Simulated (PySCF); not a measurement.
**S²⁺: excitation energies in def2-QZVPPD**

Each state of sulfur is computed at each level; their differences give the excitation energy. How far do the methods differ?

Method: unrestricted determinants in a Gaussian basis, no spin-orbit coupling in the energies. Code: PySCF 2.14.0.

**1. The system**

```
Element                                   : sulfur (Z = 16)
Basis                                     : def2-QZVPPD (10s7p5d2f1g, 79 functions)
Hamiltonian                               : the non-relativistic Hamiltonian (point nucleus)
State 1                                   : S²⁺: [Ne] 3s2 3p1 3d1, one real determinant (an excited configuration)
State 2                                   : S²⁺: [Ne] 3s2 3p1 4s1, high-spin 3P determinant (an excited configuration)
Needed too, but not shown                 : S²⁺ [Ne] 3s2 3p2 (3P)
Methods                                   : UHF, LDA, PBE, PBE0, r2SCAN, CAM-B3LYP, BLYP, BHandHLYP, B2PLYP, MP2
Core shells frozen in the correlated runs : valence: [Ne]; valence and next inner shell: 1s2 (for S²⁺)
```

The outer shells:

S2+ [Ne] 3s2 3p1 3d1
```
[Ne] core
3s [↑↓]
3p [↑ ][  ][  ]
3d [↑ ][  ][  ][  ][  ]
```

S2+ [Ne] 3s2 3p1 4s1
```
[Ne] core
3s [↑↓]
3p [↑ ][  ][  ]
4s [↑ ]
```

The runs were made by one driver on top of PySCF. The scripts below sum up each run's settings (the driver also hands on starting orbitals that pick excited configurations, and frozen orbitals as a list rather than a count), and the logs come from the driver's own runs. The driver starts from symmetry-adapted Hartree-Fock orbitals, holds the occupation by maximum overlap and uses a logarithmic radial grid for functionals, so a plain start would take other cycles.

The integrals over 79 functions and the set-up took 0.64 s of CPU time.

**2. S²⁺ [Ne] 3s2 3p1 3d1**

#### UHF

The input, input.py:

```python
from pyscf import gto, scf, dft, mp, cc
import basis_set_exchange as bse
mol = gto.M(atom="S 0 0 0", charge=2, spin=2, symmetry="D2h",
            basis=gto.basis.parse(bse.get_basis("def2-QZVPPD", elements=["S"], fmt="nwchem")))
mf = scf.UHF(mol)
mf.irrep_nelec = {'Ag': (3, 3), 'B2g': (1, 0), 'B1u': (1, 1), 'B2u': (2, 1), 'B3u': (1, 1)}
mf.kernel()
```

Standard output:

```text
damping factor = 0
level_shift factor = 0
DIIS = <class 'pyscf.scf.diis.CDIIS'>
diis_start_cycle = 1
diis_space = 10
diis_damp = 0
SCF conv_tol = 1e-09
SCF conv_tol_grad = None
number electrons alpha = 8  beta = 6
cycle= 1 E= -395.725720260299  delta_E= -0.00374  |g|= 0.0249  |ddm|= 0.0398
cycle= 2 E= -395.726211536732  delta_E= -0.000491  |g|= 0.00965  |ddm|= 0.0141
cycle= 3 E= -395.726301108789  delta_E= -8.96e-05  |g|= 0.000736  |ddm|= 0.00888
cycle= 4 E= -395.726301667307  delta_E= -5.59e-07  |g|= 0.000124  |ddm|= 0.000816
cycle= 5 E= -395.726301691615  delta_E= -2.43e-08  |g|= 3.09e-05  |ddm|= 0.000217
cycle= 6 E= -395.726301693291  delta_E= -1.68e-09  |g|= 7.71e-06  |ddm|= 6.27e-05
cycle= 7 E= -395.726301693389  delta_E= -9.74e-11  |g|= 4.3e-07  |ddm|= 1.81e-05
converged SCF energy = -395.726301693389  <S^2> = 2.0071264  2S+1 = 3.0047472
```

It used 5.3 s of CPU time after the integrals (shared host).

Orbital energies by shell (radii are means over both spins):

| shell | electrons | mean orbital energy (eV) | spread (eV) | rms radius (bohr) |
| --- | --- | --- | --- | --- |
| 1s α | 1 | -2534.9 | 0 | 0.113 |
| 1s β | 1 | -2534.6 | 0 | 0.113 |
| 2s α | 1 | -274.65 | 0 | 0.517 |
| 2s β | 1 | -274.22 | 0 | 0.517 |
| 2p α | 3 | -211.52 | 0.710 | 0.491 |
| 2p β | 3 | -210.79 | 0.553 | 0.491 |
| 3s α | 1 | -48.553 | 0 | 1.69 |
| 3s β | 1 | -44.135 | 0 | 1.69 |
| 3p α | 1 | -36.400 | 0 | 1.86 |
| 3d α | 1 | -17.688 | 0 | 2.66 |

⟨S²⟩ = 2.007, ⟨L²⟩ = 8.03.

Spin-orbit constants on these orbitals (cm⁻¹; bare nucleus, screened nucleus, mean field): 3p 644.6, 564.0, 521.4; 3d 28.32, 10.62, 7.536. To first order in LS coupling the lowest level has J = 2 and lies 0.0443 eV below the centre of the term.

⟨L²⟩ = 8.03 against 12 for a pure F term, so this real determinant mixes terms.

#### LDA

input.py differs from the last one in:

```diff
@@ -4,3 +4,3 @@
             basis=gto.basis.parse(bse.get_basis("def2-QZVPPD", elements=["S"], fmt="nwchem")))
-mf = scf.UHF(mol)
+mf = dft.UKS(mol, xc="LDA,VWN")
 mf.irrep_nelec = {'Ag': (3, 3), 'B2g': (1, 0), 'B1u': (1, 1), 'B2u': (2, 1), 'B3u': (1, 1)}
```

Standard output:

```text
damping factor = 0
level_shift factor = 0
DIIS = <class 'pyscf.scf.diis.CDIIS'>
diis_start_cycle = 1
diis_space = 10
diis_damp = 0
SCF conv_tol = 1e-09
SCF conv_tol_grad = None
number electrons alpha = 8  beta = 6
XC functionals = LDA,VWN
    P. A. M. Dirac.,  Math. Proc. Cambridge Philos. Soc. 26, 376 (1930)
    F. Bloch.,  Z. Phys. 57, 545 (1929)
    S. H. Vosko, L. Wilk, and M. Nusair.,  Can. J. Phys. 58, 1200 (1980)
cycle= 1 E= -394.945025482942  delta_E= -0.0175  |g|= 0.0458  |ddm|= 0.126
cycle= 2 E= -394.945227036798  delta_E= -0.000202  |g|= 0.0116  |ddm|= 0.0348
cycle= 3 E= -394.945241576609  delta_E= -1.45e-05  |g|= 0.000181  |ddm|= 0.00672
cycle= 4 E= -394.945241583936  delta_E= -7.33e-09  |g|= 4.61e-05  |ddm|= 0.000205
cycle= 5 E= -394.945241584299  delta_E= -3.63e-10  |g|= 4.34e-06  |ddm|= 3.41e-05
converged SCF energy = -394.945241584299  <S^2> = 2.0003736  2S+1 = 3.000249
```

It used 0.97 s of CPU time after the integrals (shared host).

#### PBE

input.py differs from the last one in:

```diff
@@ -4,3 +4,3 @@
             basis=gto.basis.parse(bse.get_basis("def2-QZVPPD", elements=["S"], fmt="nwchem")))
-mf = dft.UKS(mol, xc="LDA,VWN")
+mf = dft.UKS(mol, xc="PBE")
 mf.irrep_nelec = {'Ag': (3, 3), 'B2g': (1, 0), 'B1u': (1, 1), 'B2u': (2, 1), 'B3u': (1, 1)}
```

Standard output:

```text
damping factor = 0
level_shift factor = 0
DIIS = <class 'pyscf.scf.diis.CDIIS'>
diis_start_cycle = 1
diis_space = 10
diis_damp = 0
SCF conv_tol = 1e-09
SCF conv_tol_grad = None
number electrons alpha = 8  beta = 6
XC functionals = PBE
    J. P. Perdew, K. Burke, and M. Ernzerhof.,  Phys. Rev. Lett. 77, 3865 (1996)
    J. P. Perdew, K. Burke, and M. Ernzerhof.,  Phys. Rev. Lett. 78, 1396 (1997)
    J. P. Perdew, K. Burke, and M. Ernzerhof.,  Phys. Rev. Lett. 77, 3865 (1996)
    J. P. Perdew, K. Burke, and M. Ernzerhof.,  Phys. Rev. Lett. 78, 1396 (1997)
cycle= 1 E= -396.163820990582  delta_E= -0.0111  |g|= 0.0185  |ddm|= 0.131
cycle= 2 E= -396.163952134063  delta_E= -0.000131  |g|= 0.00441  |ddm|= 0.031
cycle= 3 E= -396.163962558116  delta_E= -1.04e-05  |g|= 0.00129  |ddm|= 0.00649
cycle= 4 E= -396.16396279528  delta_E= -2.37e-07  |g|= 0.000139  |ddm|= 0.000787
cycle= 5 E= -396.163962798543  delta_E= -3.26e-09  |g|= 8.28e-06  |ddm|= 6.35e-05
cycle= 6 E= -396.163962798591  delta_E= -4.78e-11  |g|= 6.94e-07  |ddm|= 7.89e-06
converged SCF energy = -396.163962798591  <S^2> = 2.001053  2S+1 = 3.0007019
```

It used 1.8 s of CPU time after the integrals (shared host).

#### PBE0

input.py differs from the last one in:

```diff
@@ -4,3 +4,3 @@
             basis=gto.basis.parse(bse.get_basis("def2-QZVPPD", elements=["S"], fmt="nwchem")))
-mf = dft.UKS(mol, xc="PBE")
+mf = dft.UKS(mol, xc="PBE0")
 mf.irrep_nelec = {'Ag': (3, 3), 'B2g': (1, 0), 'B1u': (1, 1), 'B2u': (2, 1), 'B3u': (1, 1)}
```

Standard output:

```text
damping factor = 0
level_shift factor = 0
DIIS = <class 'pyscf.scf.diis.CDIIS'>
diis_start_cycle = 1
diis_space = 10
diis_damp = 0
SCF conv_tol = 1e-09
SCF conv_tol_grad = None
number electrons alpha = 8  beta = 6
XC functionals = PBE0
    C. Adamo and V. Barone.,  J. Chem. Phys. 110, 6158 (1999)
    M. Ernzerhof and G. E. Scuseria.,  J. Chem. Phys. 110, 5029 (1999)
cycle= 1 E= -396.177949253345  delta_E= -0.00699  |g|= 0.0138  |ddm|= 0.101
cycle= 2 E= -396.178022831013  delta_E= -7.36e-05  |g|= 0.00187  |ddm|= 0.0177
cycle= 3 E= -396.178025292241  delta_E= -2.46e-06  |g|= 0.000614  |ddm|= 0.00186
cycle= 4 E= -396.178025393888  delta_E= -1.02e-07  |g|= 0.000154  |ddm|= 0.000496
cycle= 5 E= -396.178025399414  delta_E= -5.53e-09  |g|= 9.35e-06  |ddm|= 8.39e-05
cycle= 6 E= -396.178025399485  delta_E= -7.11e-11  |g|= 1.36e-06  |ddm|= 9.94e-06
converged SCF energy = -396.178025399485  <S^2> = 2.0018643  2S+1 = 3.0012426
```

It used 2.1 s of CPU time after the integrals (shared host).

#### r2SCAN

input.py differs from the last one in:

```diff
@@ -4,3 +4,3 @@
             basis=gto.basis.parse(bse.get_basis("def2-QZVPPD", elements=["S"], fmt="nwchem")))
-mf = dft.UKS(mol, xc="PBE0")
+mf = dft.UKS(mol, xc="R2SCAN")
 mf.irrep_nelec = {'Ag': (3, 3), 'B2g': (1, 0), 'B1u': (1, 1), 'B2u': (2, 1), 'B3u': (1, 1)}
```

Standard output:

```text
damping factor = 0
level_shift factor = 0
DIIS = <class 'pyscf.scf.diis.CDIIS'>
diis_start_cycle = 1
diis_space = 10
diis_damp = 0
SCF conv_tol = 1e-09
SCF conv_tol_grad = None
number electrons alpha = 8  beta = 6
XC functionals = R2SCAN
    J. W. Furness, A. D. Kaplan, J. Ning, J. P. Perdew, and J. Sun.,  J. Phys. Chem. Lett. 11, 8208-8215 (2020)
    J. W. Furness, A. D. Kaplan, J. Ning, J. P. Perdew, and J. Sun.,  J. Phys. Chem. Lett. 11, 9248-9248 (2020)
    J. W. Furness, A. D. Kaplan, J. Ning, J. P. Perdew, and J. Sun.,  J. Phys. Chem. Lett. 11, 8208-8215 (2020)
    J. W. Furness, A. D. Kaplan, J. Ning, J. P. Perdew, and J. Sun.,  J. Phys. Chem. Lett. 11, 9248-9248 (2020)
cycle= 1 E= -396.2813703112  delta_E= -0.00848  |g|= 0.0153  |ddm|= 0.128
cycle= 2 E= -396.281458498977  delta_E= -8.82e-05  |g|= 0.00371  |ddm|= 0.0218
cycle= 3 E= -396.281462015293  delta_E= -3.52e-06  |g|= 0.0014  |ddm|= 0.00255
cycle= 4 E= -396.281462264009  delta_E= -2.49e-07  |g|= 0.000115  |ddm|= 0.000681
cycle= 5 E= -396.281462271417  delta_E= -7.41e-09  |g|= 1.59e-05  |ddm|= 0.000146
cycle= 6 E= -396.281462271555  delta_E= -1.38e-10  |g|= 1.78e-06  |ddm|= 1.79e-05
converged SCF energy = -396.281462271555  <S^2> = 2.0026295  2S+1 = 3.0017525
```

CPU time 3.7 s on a shared host, the integrals not counted.

#### CAM-B3LYP

input.py differs from the last one in:

```diff
@@ -4,3 +4,3 @@
             basis=gto.basis.parse(bse.get_basis("def2-QZVPPD", elements=["S"], fmt="nwchem")))
-mf = dft.UKS(mol, xc="R2SCAN")
+mf = dft.UKS(mol, xc="CAMB3LYP")
 mf.irrep_nelec = {'Ag': (3, 3), 'B2g': (1, 0), 'B1u': (1, 1), 'B2u': (2, 1), 'B3u': (1, 1)}
```

Standard output:

```text
damping factor = 0
level_shift factor = 0
DIIS = <class 'pyscf.scf.diis.CDIIS'>
diis_start_cycle = 1
diis_space = 10
diis_damp = 0
SCF conv_tol = 1e-09
SCF conv_tol_grad = None
number electrons alpha = 8  beta = 6
XC functionals = CAMB3LYP
    T. Yanai, D. P. Tew, and N. C. Handy.,  Chem. Phys. Lett. 393, 51 (2004)
cycle= 1 E= -396.330260078814  delta_E= -0.00992  |g|= 0.0148  |ddm|= 0.103
cycle= 2 E= -396.33038491162  delta_E= -0.000125  |g|= 0.00331  |ddm|= 0.0185
cycle= 3 E= -396.33039314565  delta_E= -8.23e-06  |g|= 0.00109  |ddm|= 0.00375
cycle= 4 E= -396.330393598266  delta_E= -4.53e-07  |g|= 0.000151  |ddm|= 0.000928
cycle= 5 E= -396.330393629542  delta_E= -3.13e-08  |g|= 1.74e-05  |ddm|= 0.000302
cycle= 6 E= -396.330393629848  delta_E= -3.06e-10  |g|= 3.43e-06  |ddm|= 2.41e-05
converged SCF energy = -396.330393629848  <S^2> = 2.0015706  2S+1 = 3.0010469
```

CPU time 2.8 s on a shared host, the integrals not counted.

#### BLYP

input.py differs from the last one in:

```diff
@@ -4,3 +4,3 @@
             basis=gto.basis.parse(bse.get_basis("def2-QZVPPD", elements=["S"], fmt="nwchem")))
-mf = dft.UKS(mol, xc="CAMB3LYP")
+mf = dft.UKS(mol, xc="BLYP")
 mf.irrep_nelec = {'Ag': (3, 3), 'B2g': (1, 0), 'B1u': (1, 1), 'B2u': (2, 1), 'B3u': (1, 1)}
```

Standard output:

```text
damping factor = 0
level_shift factor = 0
DIIS = <class 'pyscf.scf.diis.CDIIS'>
diis_start_cycle = 1
diis_space = 10
diis_damp = 0
SCF conv_tol = 1e-09
SCF conv_tol_grad = None
number electrons alpha = 8  beta = 6
XC functionals = BLYP
    A. D. Becke.,  Phys. Rev. A 38, 3098 (1988)
    C. Lee, W. Yang, and R. G. Parr.,  Phys. Rev. B 37, 785 (1988)
    B. Miehlich, A. Savin, H. Stoll, and H. Preuss.,  Chem. Phys. Lett. 157, 200 (1989)
cycle= 1 E= -396.357862888721  delta_E= -0.0133  |g|= 0.0185  |ddm|= 0.134
cycle= 2 E= -396.358037415707  delta_E= -0.000175  |g|= 0.00755  |ddm|= 0.0382
cycle= 3 E= -396.358060631807  delta_E= -2.32e-05  |g|= 0.00169  |ddm|= 0.00873
cycle= 4 E= -396.358060804752  delta_E= -1.73e-07  |g|= 9.66e-05  |ddm|= 0.000454
cycle= 5 E= -396.35806080881  delta_E= -4.06e-09  |g|= 6.52e-06  |ddm|= 0.000115
cycle= 6 E= -396.358060808827  delta_E= -1.66e-11  |g|= 3.45e-07  |ddm|= 5.45e-06
converged SCF energy = -396.358060808827  <S^2> = 2.0009277  2S+1 = 3.0006184
```

It used 1.4 s of CPU time after the integrals (shared host).

#### BHandHLYP

input.py differs from the last one in:

```diff
@@ -4,3 +4,3 @@
             basis=gto.basis.parse(bse.get_basis("def2-QZVPPD", elements=["S"], fmt="nwchem")))
-mf = dft.UKS(mol, xc="BLYP")
+mf = dft.UKS(mol, xc="BHANDHLYP")
 mf.irrep_nelec = {'Ag': (3, 3), 'B2g': (1, 0), 'B1u': (1, 1), 'B2u': (2, 1), 'B3u': (1, 1)}
```

Standard output:

```text
damping factor = 0
level_shift factor = 0
DIIS = <class 'pyscf.scf.diis.CDIIS'>
diis_start_cycle = 1
diis_space = 10
diis_damp = 0
SCF conv_tol = 1e-09
SCF conv_tol_grad = None
number electrons alpha = 8  beta = 6
XC functionals = BHANDHLYP
    A. D. Becke.,  J. Chem. Phys. 98, 1372 (1993)
    Defined through Gaussian implementation.
cycle= 1 E= -396.321106975903  delta_E= -0.00528  |g|= 0.0153  |ddm|= 0.0741
cycle= 2 E= -396.321226528203  delta_E= -0.00012  |g|= 0.00362  |ddm|= 0.0142
cycle= 3 E= -396.321233846078  delta_E= -7.32e-06  |g|= 0.00106  |ddm|= 0.00279
cycle= 4 E= -396.321234226517  delta_E= -3.8e-07  |g|= 0.000105  |ddm|= 0.000742
cycle= 5 E= -396.321234236368  delta_E= -9.85e-09  |g|= 7.02e-06  |ddm|= 0.000133
cycle= 6 E= -396.321234236381  delta_E= -1.28e-11  |g|= 7.04e-07  |ddm|= 6.02e-06
converged SCF energy = -396.321234236381  <S^2> = 2.0026948  2S+1 = 3.001796
```

It used 2 s of CPU time after the integrals (shared host).

#### B2PLYP

input.py differs from the last one in:

```diff
@@ -4,3 +4,3 @@
             basis=gto.basis.parse(bse.get_basis("def2-QZVPPD", elements=["S"], fmt="nwchem")))
-mf = dft.UKS(mol, xc="BHANDHLYP")
+mf = dft.UKS(mol, xc="0.53*HF + 0.47*B88, 0.73*LYP")
 mf.irrep_nelec = {'Ag': (3, 3), 'B2g': (1, 0), 'B1u': (1, 1), 'B2u': (2, 1), 'B3u': (1, 1)}
```

Standard output:

```text
damping factor = 0
level_shift factor = 0
DIIS = <class 'pyscf.scf.diis.CDIIS'>
diis_start_cycle = 1
diis_space = 10
diis_damp = 0
SCF conv_tol = 1e-09
SCF conv_tol_grad = None
number electrons alpha = 8  beta = 6
XC functionals = 0.53*HF + 0.47*B88, 0.73*LYP
    A. D. Becke.,  Phys. Rev. A 38, 3098 (1988)
    C. Lee, W. Yang, and R. G. Parr.,  Phys. Rev. B 37, 785 (1988)
    B. Miehlich, A. Savin, H. Stoll, and H. Preuss.,  Chem. Phys. Lett. 157, 200 (1989)
cycle= 1 E= -396.166326707833  delta_E= -0.0048  |g|= 0.0155  |ddm|= 0.0668
cycle= 2 E= -396.166461434439  delta_E= -0.000135  |g|= 0.0036  |ddm|= 0.0126
cycle= 3 E= -396.166471158735  delta_E= -9.72e-06  |g|= 0.000935  |ddm|= 0.00314
cycle= 4 E= -396.166471473769  delta_E= -3.15e-07  |g|= 0.00012  |ddm|= 0.000614
cycle= 5 E= -396.166471483823  delta_E= -1.01e-08  |g|= 8.25e-06  |ddm|= 0.000109
cycle= 6 E= -396.166471483888  delta_E= -6.5e-11  |g|= 1.74e-06  |ddm|= 1.16e-05
converged SCF energy = -396.166471483888  <S^2> = 2.0030926  2S+1 = 3.002061
```

It used 2.4 s of CPU time after the integrals (shared host).

Script and log cover the SCF part. The PT2 part, added by the driver, -0.14869 hartree before scaling by 0.27, brings the total to -396.206618 hartree.

**3. S²⁺ [Ne] 3s2 3p1 3d1, continued**

#### MP2 (valence)

The input, input.py:

```python
from pyscf import gto, scf, dft, mp, cc
import basis_set_exchange as bse
mol = gto.M(atom="S 0 0 0", charge=2, spin=2, symmetry="D2h",
            basis=gto.basis.parse(bse.get_basis("def2-QZVPPD", elements=["S"], fmt="nwchem")))
mf = scf.UHF(mol)
mf.irrep_nelec = {'Ag': (3, 3), 'B2g': (1, 0), 'B1u': (1, 1), 'B2u': (2, 1), 'B3u': (1, 1)}
mf.kernel()
mp.UMP2(mf, frozen=5).kernel()
```

No log was kept for this step.

It used 0.34 s of CPU time after the integrals (shared host).

With 4 electrons correlated, the MP2 correlation energy is -0.09909 hartree (-0.01597 same spin, -0.08312 opposite spin); the SCS form gives -0.10506. Largest pairs of shells: 3s-3d -0.0394, 3s-3s -0.0275, 3s-3p -0.0246, 3p-3d -0.0076, 3p-3p 0.0000.

#### MP2 (valence and next inner shell)

input.py differs from the last one in:

```diff
@@ -7,2 +7,2 @@
 mf.kernel()
-mp.UMP2(mf, frozen=5).kernel()
+mp.UMP2(mf, frozen=1).kernel()
```

No log was kept for this step.

CPU time 0.51 s on a shared host, the integrals not counted.

With 12 electrons correlated, the MP2 correlation energy is -0.28553 hartree (-0.07427 same spin, -0.21126 opposite spin); the SCS form gives -0.27827. Largest pairs of shells: 2p-2p -0.1118, 3s-3d -0.0394, 2s-2p -0.0311, 3s-3s -0.0275, 3s-3p -0.0246.

Radial density 4πr²ρ of S²⁺ at UHF:

| r (bohr) | density | spin density |
| --- | --- | --- |
| 0.00191 | 0.115 | 0.000 |
| 0.00321 | 0.313 | 0.000 |
| 0.00540 | 0.826 | 0.000 |
| 0.00909 | 2.08 | 0.000 |
| 0.0153 | 4.82 | 0.000 |
| 0.0257 | 9.79 | 0.000 |
| 0.0433 | 15.9 | 0.002 |
| 0.0728 | 18.2 | 0.015 |
| 0.122 | 13.6 | 0.058 |
| 0.206 | 13.0 | 0.132 |
| 0.346 | 17.6 | 0.118 |
| 0.582 | 9.57 | 0.044 |
| 0.980 | 2.62 | 0.532 |
| 1.65 | 2.41 | 1.054 |
| 2.77 | 0.636 | 0.452 |
| 4.66 | 0.0488 | 0.048 |
| 7.84 | 0.000897 | 0.001 |

[end of part 1 of 2]
